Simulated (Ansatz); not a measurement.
# CH13InNSbSi3: one species, many methods

An exercise on one series of results from a longer session: the logs are not shown, and one member is left open.

Method: functionals in def2-TZVPP, the program's frozen cores in correlated methods; program: Ansatz 0.2.0, Gaussian basis.

Levels to be run: LDA (SPW92), PBE-D4, revPBE-D4, BLYP-D4, r2SCAN-D4, B97M-V, PBE0-D4, B3LYP-D4, r2SCANh-D4, r2SCAN0-D4, HSE06-D4, BHLYP-D4, CAM-B3LYP-D4, LC-ωPBE, ωB97X-V, ωB97M-V, B2PLYP, PBE-QIDH; CCSD(T)/def2-SVP; CCSD(T)/def2-TZVPP; MP2/def2-QZVPP; extrapolation to the limit; RPA on PBE.

## The geometry

An earlier PBE0-D4 in a triple-zeta def2 set relaxation fixed the geometry. In, Sb take the def2 core potential; no spin-orbit term is included.

SMILES `[SiH3][InH][SbH][CH2]N([SiH3])[SiH3]`, 20 atoms, charge 0, spin multiplicity 1.

Atoms are counted from 1 here; the program's logs count them from 0.

Bond lengths: Si1–In2 2.577 Å, Si1–H8 1.490 Å, Si1–H9 1.492 Å, Si1–H10 1.491 Å, In2–Sb3 2.814 Å, In2–H11 1.737 Å, Sb3–C4 2.211 Å, Sb3–H12 1.712 Å, C4–N5 1.494 Å, C4–H13 1.094 Å, C4–H14 1.093 Å, N5–Si6 1.764 Å, N5–Si7 1.766 Å, Si6–H15 1.479 Å, Si6–H16 1.488 Å, Si6–H17 1.483 Å, Si7–H18 1.482 Å, Si7–H19 1.489 Å and more. Angles: In2–Si1–H8 112.6°, In2–Si1–H9 109.4°, In2–Si1–H10 112.7°, H8–Si1–H9 107.2°, H8–Si1–H10 107.4°, H9–Si1–H10 107.2°, Si1–In2–Sb3 123.9°, Si1–In2–H11 121.4°, Sb3–In2–H11 114.4°, In2–Sb3–C4 74.6°, In2–Sb3–H12 91.5°, C4–Sb3–H12 92.6°, Sb3–C4–N5 112.4°, Sb3–C4–H13 110.9°, Sb3–C4–H14 105.1°, N5–C4–H13 111.5°, N5–C4–H14 109.6°, H13–C4–H14 107.0° and more.

Set-up of the first run:

File in.yaml:

```yaml
crystal:
  periodic: [false, false, false]
  atoms:
    - {symbol: Si, position_ang: [3.017925, -0.863311, 0.411932]}
    - {symbol: In, position_ang: [1.170597, -0.446514, -1.336535]}
    - {symbol: Sb, position_ang: [-0.977477, -2.204936, -1.797675]}
    - {symbol: C, position_ang: [-1.864512, -0.445690, -0.794527]}
    - {symbol: N, position_ang: [-0.841517, 0.385636, -0.091264]}
    - {symbol: Si, position_ang: [-0.602746, -0.075107, 1.594844]}
    - {symbol: Si, position_ang: [-1.002639, 2.113850, -0.416762]}
    - {symbol: H, position_ang: [2.587016, -1.798576, 1.488453]}
    - {symbol: H, position_ang: [4.203862, -1.474013, -0.255921]}
    - {symbol: H, position_ang: [3.480102, 0.392570, 1.070193]}
    - {symbol: H, position_ang: [1.273463, 0.871168, -2.463957]}
    - {symbol: H, position_ang: [-0.697637, -3.009598, -0.312718]}
    - {symbol: H, position_ang: [-2.669356, -0.747271, -0.117803]}
    - {symbol: H, position_ang: [-2.322636, 0.138790, -1.596515]}
    - {symbol: H, position_ang: [-0.232022, -1.505751, 1.659196]}
    - {symbol: H, position_ang: [-1.863097, 0.143607, 2.355494]}
    - {symbol: H, position_ang: [0.475893, 0.790718, 2.128694]}
    - {symbol: H, position_ang: [0.219162, 2.780592, 0.093008]}
    - {symbol: H, position_ang: [-2.205606, 2.670559, 0.262328]}
    - {symbol: H, position_ang: [-1.148787, 2.283267, -1.880454]}
basis:
  gaussian: {orbitals: def2-TZVPP}
hamiltonian: {xc: lda}
output: {orbitals: {seedname: orbitals}}
```

On the command line:

```sh
ansatz run in.yaml --threads 4 --pin off --events-out ev --progress --plain --max-ram 46080MiB --backend cuda --devices 0, --max-vram 37GiB
```

Among the steps run: LDA; PBE-D4 (GGA); revPBE-D4 (GGA); BLYP-D4 (GGA); r2SCAN-D4 (meta-GGA); B97M-V (meta-GGA); B3LYP-D4 (hybrid); r2SCANh-D4 (hybrid); r2SCAN0-D4 (hybrid); HSE06-D4 (hybrid); BHLYP-D4 (hybrid); CAM-B3LYP-D4 (range-separated); LC-ωPBE (range-separated); ωB97X-V (range-separated); ωB97M-V (range-separated); B2PLYP (double hybrid); PBE-QIDH (double hybrid).

One table of the session follows, with a row left open; its other results are not shown here.

It belongs to the step «Frontier levels by functional». 

| functional | HOMO (eV) | LUMO (eV) | gap (eV) |
| --- | --- | --- | --- |
| LDA (SPW92) | -5.46 | -2.35 | 3.11 |
| PBE-D4 | -5.29 | -2.09 | 3.20 |
| revPBE-D4 | -5.23 | -1.97 | 3.26 |
| BLYP-D4 | -5.11 | -1.91 | 3.19 |
| r2SCAN-D4 | -5.48 | -1.89 | 3.60 |
| B97M-V | -5.52 | -2.07 | 3.44 |
| PBE0-D4 | -6.14 | -1.35 | 4.80 |
| B3LYP-D4 | -5.95 | -1.49 | 4.45 |
| r2SCANh-D4 | -5.80 | -1.63 | 4.17 |
| r2SCAN0-D4 | -6.28 | -1.24 | 5.04 |
| HSE06-D4 | -5.77 | -1.71 | 4.06 |
| BHLYP-D4 | -6.85 | -0.53 | 6.32 |
| CAM-B3LYP-D4 | -7.21 | -0.38 | 6.83 |
| LC-ωPBE | -8.40 | 0.61 | 9.01 |
| ωB97X-V | -8.12 | 0.48 | 8.61 |
| ωB97M-V | ? | ? | ? |

**Question.** Estimate the row for ωB97M-V.

The run gave: HOMO (eV): -8.02; LUMO (eV): 0.20; gap (eV): 8.22. In the column «HOMO (eV)» it lies between ωB97X-V (-8.12) and CAM-B3LYP-D4 (-7.21).
